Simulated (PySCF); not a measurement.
# C7H16O (butyl isopropyl ether): the cost of one run

Programs: PySCF 2.14.0, with density-fitted response routines of our own. Each step states its level of theory. These are calculated values for one molecule, in the gas phase or a continuum, unless marked as measured. Atoms count from 0, in the outputs and in this text.

### 1 The molecule as given

24 atoms, charge 0, multiplicity 1; geometry from: GFN2-xTB. The atoms were then displaced at random by about 0.01 Å, so the start is not that level's minimum.

Bonds of the start (Å): C0–C1 1.55, C1–C2 1.53, C2–C3 1.49, C3–O4 1.44, O4–C5 1.43, C5–C6 1.53, C5–C7 1.52, C0–H8 1.10, C0–H9 1.09, C0–H10 1.06, C1–H11 1.08, C1–H12 1.09, C2–H13 1.10, C2–H14 1.10, C3–H15 1.08, C3–H16 1.12, C5–H17 1.11, C6–H18 1.09, C6–H19 1.06, C6–H20 1.10, C7–H21 1.06, C7–H22 1.10, C7–H23 1.10.

### 2 Relaxing the molecule at PBE0-D3(BJ)/def2-SVP

The job: settings as JSON, then the geometry in Å.

```
{"job": {"xc": "PBE0", "basis": "def2-SVP", "d3": "d3bj", "grid": 1, "shake": 0.01, "kind": "geom"}, "charge": 0, "multiplicity": 1}
C      3.224970    -1.209650     0.282230
C      2.108960    -0.570460    -0.590360
C      1.415560     0.612510     0.092090
C      0.351430     1.206770    -0.771170
O     -0.722910     0.283090    -1.041330
C     -1.717750     0.174180    -0.024410
C     -2.243300    -1.258940    -0.083150
C     -2.819610     1.194290    -0.248410
H      2.790900    -1.531740     1.240620
H      3.975970    -0.453500     0.506820
H      3.655660    -2.029900    -0.223660
H      1.361740    -1.313660    -0.816120
H      2.519390    -0.217900    -1.542010
H      2.148750     1.403290     0.314330
H      1.015800     0.273710     1.056070
H      0.721670     1.482890    -1.742220
H     -0.072960     2.128650    -0.301000
H     -1.272170     0.349570     0.972690
H     -2.652110    -1.458880    -1.073620
H     -1.479320    -1.960790     0.117390
H     -3.057580    -1.393980     0.641900
H     -2.430920     2.181470    -0.246570
H     -3.299460     1.021180    -1.227740
H     -3.587000     1.107410     0.535330
```

On the command line:

```
> OMP_NUM_THREADS=1 python probes_run.py task.json out
```

The driver reads the jobs from task.json and runs them one after another.

Q: Estimate the wall time and peak memory of this first job on 1 thread of Arm Neoverse V1, shared host.

About 2.2 min, with a peak of 0.85 GiB.
